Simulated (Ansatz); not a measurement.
# SnSiH3F3 (SMILES [F][Sn]([F])([F])[SiH3]): PBE0/def2-SVP (core potential)

Aim: the vertical ionisation energy of SnSiH3F3 at PBE0/def2-SVP (core potential), from 2 runs. 

The calculation is run with Ansatz 0.2.0.

35 further runs of the same task are left out: 35 set aside as unsound or not needed. Runs told in other sessions of the task aren't counted.

### 1 Starting point

SnSiH3F3 has 8 atoms, charge 0, and is taken as a singlet. SMILES: `[F][Sn]([F])([F])[SiH3]`. The coordinates come from a PBE0-D4/def2-TZVP relaxation.

Bond lengths: F1–Sn2 1.903 Å, Sn2–F3 1.903 Å, Sn2–F4 1.903 Å, Sn2–Si5 2.560 Å, Si5–H6 1.480 Å, Si5–H7 1.480 Å, Si5–H8 1.479 Å. Some angles: F1–Sn2–F3 103.4°, F1–Sn2–F4 103.4°, F1–Sn2–Si5 115.2°, F3–Sn2–F4 103.4°, F3–Sn2–Si5 114.9°, F4–Sn2–Si5 115.0°, Sn2–Si5–H6 106.5°, Sn2–Si5–H7 106.3°, Sn2–Si5–H8 106.6°, H6–Si5–H7 112.3°.

### 2 The energy at PBE0/def2-SVP (core potential)

File in.yaml:

```yaml
basis:
  gaussian:
    orbitals: def2-SVP
crystal:
  periodic: [false, false, false]
  atoms:
    - {symbol: F, position_ang: [0.165300, -2.193800, 1.388300]}
    - {symbol: Sn, position_ang: [0.794500, -0.774800, 0.288000]}
    - {symbol: F, position_ang: [2.267700, -0.076200, 1.269200]}
    - {symbol: F, position_ang: [1.622500, -1.679600, -1.166800]}
    - {symbol: Si, position_ang: [-0.973200, 0.954100, -0.377000]}
    - {symbol: H, position_ang: [-1.479100, 1.542100, 0.882900]}
    - {symbol: H, position_ang: [-0.282200, 1.951000, -1.224200]}
    - {symbol: H, position_ang: [-2.023600, 0.220100, -1.116300]}
hamiltonian:
  xc: {name: PBE0}
accuracy: high
output: {orbitals: {seedname: orbitals}}
```

The run is started by

```sh
ansatz run in.yaml --threads 1 --pin off --max-ram 2610MiB --events-out events.jsonl --progress --plain --runs-dir runs
```

Standard output:

```text
Warning: RAYON_NUM_THREADS=1 ignored (pool sized by the plan → 1); use --threads N
Functional definition: PBE0
  name "PBE0"
  parameter a = 0.25
  parameter kappa = 0.804
  parameter beta = 0.06672455060314922
  exchange = (1 - a)*pbe_x(kappa = kappa, mu = beta*pi^2/3) + a*exact_x
  correlation = pbe_c(beta = beta)
2198 factors; integrals over basis functions are off by at most 5.1e-9 eV
mean field evaluation 1: about -21884.9508 eV, gradient 5.8e1 eV
mean field evaluation 2: about -21871.7462 eV, gradient 1.1e2 eV
mean field evaluation 4: about -21890.4935 eV, gradient 1.2e0 eV
mean field evaluation 8: about -21890.6273 eV, gradient 4.3e-2 eV
mean field evaluation 16: about -21890.6273 eV, gradient 1.9e-5 eV
mean field -21890.62733836 eV, -804.4657166846 hartree, gradient 3.6e-8 eV, S^2 0.000000; 0 other end points of the search recorded, 0 dependent functions left out
reference -21890.62734174 eV, -804.4657168087 hartree; 33, 33 occupied and 68, 68 virtual orbitals, 2198 factors
Total energy: -21890.62734174 eV, -804.4657168087 hartree
```

Run time: 11 s. Hardware: 1 thread of Arm Neoverse V2, shared host; peak memory 0.39 GiB.

### 3 The doublet cation

File molecule.yaml:

```yaml
crystal:
  periodic: [false, false, false]
  atoms:
    - {symbol: F, position_ang: [0.165300, -2.193800, 1.388300]}
    - {symbol: Sn, position_ang: [0.794500, -0.774800, 0.288000]}
    - {symbol: F, position_ang: [2.267700, -0.076200, 1.269200]}
    - {symbol: F, position_ang: [1.622500, -1.679600, -1.166800]}
    - {symbol: Si, position_ang: [-0.973200, 0.954100, -0.377000]}
    - {symbol: H, position_ang: [-1.479100, 1.542100, 0.882900]}
    - {symbol: H, position_ang: [-0.282200, 1.951000, -1.224200]}
    - {symbol: H, position_ang: [-2.023600, 0.220100, -1.116300]}
basis:
  gaussian:
    orbitals: def2-SVP
total_charge: 1
magnetization:
  spin_polarized: true
  initial_magnetization: 1
hamiltonian:
  xc: {name: PBE0}
accuracy: high
output: {orbitals: {seedname: orbitals}}
```

The run is started by

```sh
ansatz run molecule.yaml --threads 1 --pin off --max-ram 2610MiB --events-out events.jsonl --progress --plain --runs-dir runs
```

Standard output, cut to the lines that bear on the results:

```text
Warning: RAYON_NUM_THREADS=1 ignored (pool sized by the plan → 1); use --threads N
[... 7 set-up lines as earlier in the session ...]
2198 factors; integrals over basis functions are off by at most 5.1e-9 eV
mean field evaluation 1: about -21863.6739 eV, gradient 6.5e1 eV
mean field evaluation 2: about -21761.1772 eV, gradient 1.7e2 eV
mean field evaluation 4: about -21878.6459 eV, gradient 6.7e0 eV
mean field evaluation 8: about -21879.0183 eV, gradient 7.1e-1 eV
mean field evaluation 16: about -21879.0215 eV, gradient 3.7e-3 eV
mean field evaluation 32: about -21879.0215 eV, gradient 2.3e-7 eV
mean field -21879.02146552 eV, -804.0392087243 hartree, gradient 9.4e-8 eV, S^2 0.758103; 2 other end points of the search recorded, 0 dependent functions left out
reference -21879.02146887 eV, -804.0392088476 hartree; 33, 32 occupied and 68, 69 virtual orbitals, 2198 factors
Total energy: -21879.02146887 eV, -804.0392088476 hartree
```

It took 24 s on 1 thread of Arm Neoverse V2, shared host; peak memory 0.59 GiB.

### 4 Summary of results

Level: PBE0/def2-SVP (core potential).

```
                                          quantity          value
                    singlet SnSiH3F3: total energy  -804.46572 Eh
                     singlet SnSiH3F3: HOMO energy       -9.51 eV
                     singlet SnSiH3F3: LUMO energy       -1.78 eV
                   singlet SnSiH3F3: HOMO–LUMO gap        7.72 eV
                      doublet cation: total energy  -804.03921 Eh
doublet cation: HOMO energy (highest over α and β)      -16.34 eV
 doublet cation: LUMO energy (lowest over α and β)      -13.69 eV
                              doublet cation: ⟨S²⟩          0.758
vertical ionisation energy (to the doublet cation)      11.606 eV
```

In words: Removing an electron at fixed nuclei costs 11.61 eV (1120 kJ/mol). The negative HOMO energy of the first species, 9.51 eV, lies 2.10 eV below that difference.
